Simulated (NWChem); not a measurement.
# C2H2BN (SMILES B[C]C#N) at USPW92/jorge-TZP, part 2 of 2

NWChem 7.3.0. The steps go on from the part before.

**3. The distorted shape**

Input file c2h2bn.nw:

```
start c2h2bn
memory stack 880 mb heap 220 mb global 1100 mb

geometry noautosym nocenter noautoz
 B     -0.557223     0.921816    -0.276108
 C      0.166187    -0.332724    -0.043978
 C      0.804707    -1.441504     0.168052
 N      1.386927    -2.457874     0.361312
 H     -0.976053     1.176566    -1.340818
 H     -0.741000     1.755000     0.691650
end

basis spherical bse
 * library jorge-TZP
end

dft
 xc slater pw91lda
 mult 3
 grid medium
 convergence energy 1e-06
 maxiter 100
 mulliken
 noprint "final vectors analysis"
end

property
 electrondensity
 mulliken
 quadrupole
 efieldgrad
 esp
end

task dft property
```

Launch:

```
$ nwchem c2h2bn.nw > c2h2bn.out
```

The program printed:

```text
Northwest Computational Chemistry Package (NWChem) 7.3.0
             --------------------------------------------------------

           Job information
           ---------------

    nwchem branch   = 7.3.0
    use scalapack   = T
    input           = c2h2bn.nw
    prefix          = c2h2bn.
    data base       = ./c2h2bn.db
    status          = startup
    nproc           =        1

           Memory information
           ------------------

    heap     =     28835836 doubles =      220.0 Mbytes
    stack    =    115343361 doubles =      880.0 Mbytes
    global   =    144179200 doubles =     1100.0 Mbytes (distinct from heap & stack)
    total    =    288358397 doubles =     2200.0 Mbytes
    verify   = yes
    hardfail = no

           Directory information
           ---------------------

  0 permanent = .
  0 scratch   = .

                                NWChem Input Module
                                -------------------

 Scaling coordinates for geometry "geometry" by  1.889725989
 (inverse scale =  0.529177249)

                             Geometry "geometry" -> ""
                             -------------------------

 Output coordinates in angstroms (scale by  1.889725989 to convert to a.u.)

  No.       Tag          Charge          X              Y              Z
 ---- ---------------- ---------- -------------- -------------- --------------
    1 B                    5.0000    -0.55722300     0.92181600    -0.27610800
    2 C                    6.0000     0.16618700    -0.33272400    -0.04397800
    3 C                    6.0000     0.80470700    -1.44150400     0.16805200
    4 N                    7.0000     1.38692700    -2.45787400     0.36131200
    5 H                    1.0000    -0.97605300     1.17656600    -1.34081800
    6 H                    1.0000    -0.74100000     1.75500000     0.69165000

      Atomic Mass
      -----------

      B                 11.009310
      C                 12.000000
      N                 14.003070
      H                  1.007825

 Effective nuclear repulsion energy (a.u.)      74.2502943622

            Nuclear Dipole moment (a.u.)
            ----------------------------
        X                 Y               Z
 ---------------- ---------------- ----------------
    20.8449721163   -38.3800324719     2.3506679517

            XYZ format geometry
            -------------------
     6
 geometry
 B                    -0.55722300     0.92181600    -0.27610800
 C                     0.16618700    -0.33272400    -0.04397800
 C                     0.80470700    -1.44150400     0.16805200
 N                     1.38692700    -2.45787400     0.36131200
 H                    -0.97605300     1.17656600    -1.34081800
 H                    -0.74100000     1.75500000     0.69165000

 ==============================================================================
                                internuclear distances
 ------------------------------------------------------------------------------
       center one      |      center two      | atomic units |  angstroms
 ------------------------------------------------------------------------------
    2 C                |   1 B                |     2.77158  |     1.46666
    3 C                |   2 C                |     2.45086  |     1.29694
    4 N                |   3 C                |     2.24340  |     1.18716
    5 H                |   1 B                |     2.21503  |     1.17214
 ------------------------------------------------------------------------------
                         number of included internuclear distances:          4
 ==============================================================================

 ==============================================================================
                                 internuclear angles
 ------------------------------------------------------------------------------
        center 1       |       center 2       |       center 3       |  degrees
 ------------------------------------------------------------------------------
    2 C                |   1 B                |   5 H                |   120.39
    1 B                |   2 C                |   3 C                |   179.70
    2 C                |   3 C                |   4 N                |   179.86
 ------------------------------------------------------------------------------
                            number of included internuclear angles:          3
 ==============================================================================

 Summary of "ao basis" -> "" (spherical)
 ------------------------------------------------------------------------------
       Tag                 Description            Shells   Functions and Types
 ---------------- ------------------------------  ------  ---------------------
 *                         jorge-TZP                  on all atoms

                              NWChem Property Module
                              ----------------------

  itol2e modified to match energy
  convergence criterion.

                                 NWChem DFT Module
                                 -----------------

                      Basis "ao basis" -> "ao basis" (spherical)
                      -----
  [basis functions not shown]

[... 20 lines left out ...]
  convergence criterion.
[... 15 lines left out ...]
          Convergence on energy requested:  1.00D-07
          Convergence on density requested:  1.00D-05
          Convergence on gradient requested:  5.00D-04
[... 19 lines left out ...]
          Spatial weights used:  Erf1
[... 1 line left out ...]
          Convergence Information
[... 1 line left out ...]
          Convergence aids based upon iterative change in
          total energy or number of iterations.
[... 69 lines left out ...]
   convergence    iter        energy       DeltaE   RMS-Dens  Diis-err    time
[... 13 lines left out ...]
         Total DFT energy =     -155.467717923139
      One electron energy =     -356.525170326215
           Coulomb energy =      147.667861085172
    Exchange-Corr. energy =      -20.860703044331
 Nuclear repulsion energy =       74.250294362235
[... 316 lines left out ...]
          -----------------------
          Electric field gradient
          -----------------------

 1 a.u. = 0.324123 10**(16) esu/cm**3  ( or statvolts/cm**2 ) = 0.97174 10**(22) v/m**2

 ------------------------------------------------------------
   Atom      X         Y         Z
 ------------------------------------------------------------
    1 B   -1.05300   1.74198  -0.52177
 ------------------------------------------------------------

 Electric field gradient in molecular frame (a.u.)
         XX             YY             ZZ             XY             XZ             YZ
 ------------------------------------------------------------------------------------------
       -0.310569       0.075751       0.234818      -0.292881       0.165765       0.061063

 Principal components (a.u.) and orientation
 of principal axis w.r.t. absolute frame                      Asymmetry parameter eta
 --------------------------------------------------------------------------------------
       -0.509402       0.286856       0.222545                       0.126248

        0.860698       0.376450      -0.342758
        0.454697      -0.265546       0.850139
       -0.229017       0.887564       0.399726

 ------------------------------------------------------------
   Atom      X         Y         Z
 ------------------------------------------------------------
    2 C    0.31405  -0.62876  -0.08311
 ------------------------------------------------------------

 Electric field gradient in molecular frame (a.u.)
         XX             YY             ZZ             XY             XZ             YZ
 ------------------------------------------------------------------------------------------
       -0.157803       0.227731      -0.069929      -0.313338       0.094936      -0.040333

 Principal components (a.u.) and orientation
 of principal axis w.r.t. absolute frame                      Asymmetry parameter eta
 --------------------------------------------------------------------------------------
        0.416659      -0.347768      -0.068891                       0.669316

       -0.493249       0.861637       0.119525
        0.853708       0.453105       0.256669
       -0.166999      -0.228641       0.959080

 ------------------------------------------------------------
   Atom      X         Y         Z
 ------------------------------------------------------------
    3 C    1.52068  -2.72405   0.31757
 ------------------------------------------------------------

 Electric field gradient in molecular frame (a.u.)
         XX             YY             ZZ             XY             XZ             YZ
 ------------------------------------------------------------------------------------------
       -0.092365       0.220027      -0.127661      -0.259086       0.062078      -0.059411

 Principal components (a.u.) and orientation
 of principal axis w.r.t. absolute frame                      Asymmetry parameter eta
 --------------------------------------------------------------------------------------
        0.379720      -0.244527      -0.135193                       0.287932

       -0.491014       0.862400       0.123177
        0.856269       0.451752       0.250446
       -0.160339      -0.228445       0.960263

 ------------------------------------------------------------
   Atom      X         Y         Z
 ------------------------------------------------------------
    4 N    2.62091  -4.64471   0.68278
 ------------------------------------------------------------

 Electric field gradient in molecular frame (a.u.)
         XX             YY             ZZ             XY             XZ             YZ
 ------------------------------------------------------------------------------------------
       -0.325802       0.509962      -0.184160      -0.673929       0.195011      -0.096785

 Principal components (a.u.) and orientation
 of principal axis w.r.t. absolute frame                      Asymmetry parameter eta
 --------------------------------------------------------------------------------------
        0.914600      -0.729824      -0.184776                       0.595941

       -0.490660       0.862748       0.122139
        0.856066       0.451154       0.252211
       -0.162491      -0.228309       0.959933

 ------------------------------------------------------------
   Atom      X         Y         Z
 ------------------------------------------------------------
    5 H   -1.84447   2.22339  -2.53378
 ------------------------------------------------------------

 Electric field gradient in molecular frame (a.u.)
         XX             YY             ZZ             XY             XZ             YZ
 ------------------------------------------------------------------------------------------
        0.063754       0.102051      -0.165806       0.020385      -0.110349       0.072608

 Principal components (a.u.) and orientation
 of principal axis w.r.t. absolute frame                      Asymmetry parameter eta
 --------------------------------------------------------------------------------------
       -0.227320       0.123351       0.103969                       0.085263

        0.359198      -0.361255       0.860507
       -0.222055       0.862480       0.454775
        0.906459       0.354434      -0.229582

 ------------------------------------------------------------
   Atom      X         Y         Z
 ------------------------------------------------------------
    6 H   -1.40029   3.31647   1.30703
 ------------------------------------------------------------

 Electric field gradient in molecular frame (a.u.)
         XX             YY             ZZ             XY             XZ             YZ
 ------------------------------------------------------------------------------------------
        0.054885      -0.014746      -0.040139       0.012627       0.023315      -0.092064

 Principal components (a.u.) and orientation
 of principal axis w.r.t. absolute frame                      Asymmetry parameter eta
 --------------------------------------------------------------------------------------
       -0.124121       0.068750       0.055371                       0.107793

       -0.143185      -0.488628       0.860663
        0.646955       0.611887       0.455020
        0.748964      -0.621962      -0.228507

          ---------------------
          Electron/spin density
          ---------------------

 1 a.u. = 4.80286 10**(-10) esu

 Total electron density
 ----------------------
   Point      X         Y         Z      Density (a.u.)
    1 B   -1.05300   1.74198  -0.52177      66.795093
    2 C    0.31405  -0.62876  -0.08311     119.527359
    3 C    1.52068  -2.72405   0.31757     119.512563
    4 N    2.62091  -4.64471   0.68278     194.617031
    5 H   -1.84447   2.22339  -2.53378       0.402950
    6 H   -1.40029   3.31647   1.30703       0.360319

 Total spin density
 ------------------
   Point      X         Y         Z      Density (a.u.)
    1 B   -1.05300   1.74198  -0.52177      -0.026264
    2 C    0.31405  -0.62876  -0.08311       0.003840
    3 C    1.52068  -2.72405   0.31757      -0.067342
    4 N    2.62091  -4.64471   0.68278       0.002770
    5 H   -1.84447   2.22339  -2.53378       0.021263
    6 H   -1.40029   3.31647   1.30703       0.025358

 Task  times  cpu:       39.1s     wall:       39.1s
 Total times  cpu:       39.1s     wall:       39.1s
```

Wall time 40 s (1 thread of INTEL XEON PLATINUM 8581C at 2.10GHz (Emerald Rapids), shared host); peak memory 0.18 GiB.

Atomic charges (e):

```
atom  Mulliken  Löwdin
  B1    -0.179  -0.170
  C2    +0.164  +0.230
  C3    -0.248  -0.210
  N4    +0.070  +0.170
  H5    +0.151  -0.020
  H6    +0.042  +0.010
```

**4. What came out**

This closing draws on all 2 parts.

Level: USPW92/jorge-TZP.

| quantity | value |
| --- | --- |
| first shape: total energy | -155.46959 Eh |
| first shape: dipole moment | 2.27 D |
| first shape: ⟨S²⟩ | 2.011 |
| distorted shape: total energy | -155.46772 Eh |
| distorted shape: dipole moment | 2.22 D |
| distorted shape: ⟨S²⟩ | 2.011 |
| energy change with the B1–H6 bond stretched from 1.173 to 1.290 Å | 0.051 eV |

What this shows: With the B1–H6 bond stretched from 1.173 to 1.290 Å the energy rises by 0.05 eV (4.9 kJ/mol). The first shape isn't relaxed at this level, so the change isn't measured from a minimum. Mulliken charges (distorted shape) run from -0.25 on C3 to +0.16 on C2; they depend strongly on the basis.
